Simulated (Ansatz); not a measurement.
# PtP (wurtzite): a single-point run

Wanted: a converged single-point run for PtP (wurtzite), and a check of what comes out. The structure is shown as the input types it.

Program: Ansatz 0.2.0. Level of theory: DFT PBEsol, scalar-relativistic, plane waves, PAW. These are calculated values, not measurements.

3 further runs of the same task are left out: 2 that didn't finish, 1 set aside as unsound or not needed.

### Step 1. The system as given

The structure is hexagonal, space group P6_3mc (No. 186). The conventional cell has a = 1.897 Å, b = 1.897 Å, c = 3.502 Å, α = 90.00°, β = 90.00°, γ = 120.00°. Pt (site symmetry 3m) has 4 P at 1.21 to 1.24 Å as nearest neighbours. P (site symmetry 3m) has 4 Pt at 1.21 to 1.24 Å as nearest neighbours.

Coordinates:

```
Pt P
1.0
     1.89740    0.00000    0.00000
    -0.94870    1.64319    0.00000
     0.00000    0.00000    3.50168
Pt P
2 2
Cartesian
  0.9487 0.5477 -0.0368
  0.0000 1.0955 1.7141
  0.9487 0.5477 2.2260
  0.0000 1.0955 0.4752
```

### Step 2. The calculation

Contents of input.yaml:

```yaml
crystal:
  lattice:
    - [1.89739594, 0.0, 0.0]
    - [-0.94869797, 1.64319308, 0.0]
    - [0.0, 0.0, 3.50168045]
  atoms:
    - { symbol: Pt, position: [0.6666666666667, 0.3333333333333, -0.0105000274] }
    - { symbol: Pt, position: [0.3333333333333, 0.6666666666667, 0.4894999726] }
    - { symbol: P, position: [0.6666666666667, 0.3333333333333, 0.6357000274] }
    - { symbol: P, position: [0.3333333333333, 0.6666666666667, 0.1357000274] }
basis:
  ecutwfc: 420
  ecutrho_ratio: 4
kpoints:
  mp_grid: { grid: [10, 10, 6] }
hamiltonian:
  xc: pbesol
scf:
  occupations: { method: gaussian, width: 0.05 }
  max_iter: 100
output:
  forces: true
  stress: true
```

The run is started by

```
ansatz run input.yaml --threads 4 --pin off --max-ram 4096MiB --backend cpu --events-out ev --progress --plain --runs-dir out
```

What happens when this is run?

The program finished normally. It gives a pressure of 14072 GPa and a largest force of 73.0 eV/Å, which is large; a structure far from rest gives such values too, whatever the setting.

A unit slip has squeezed all distances to about half. The shortest distance in the input is 1.21 Å, between atoms 1 (Pt) and 4 (P).

The cure: give the lengths in the unit that the input reads.
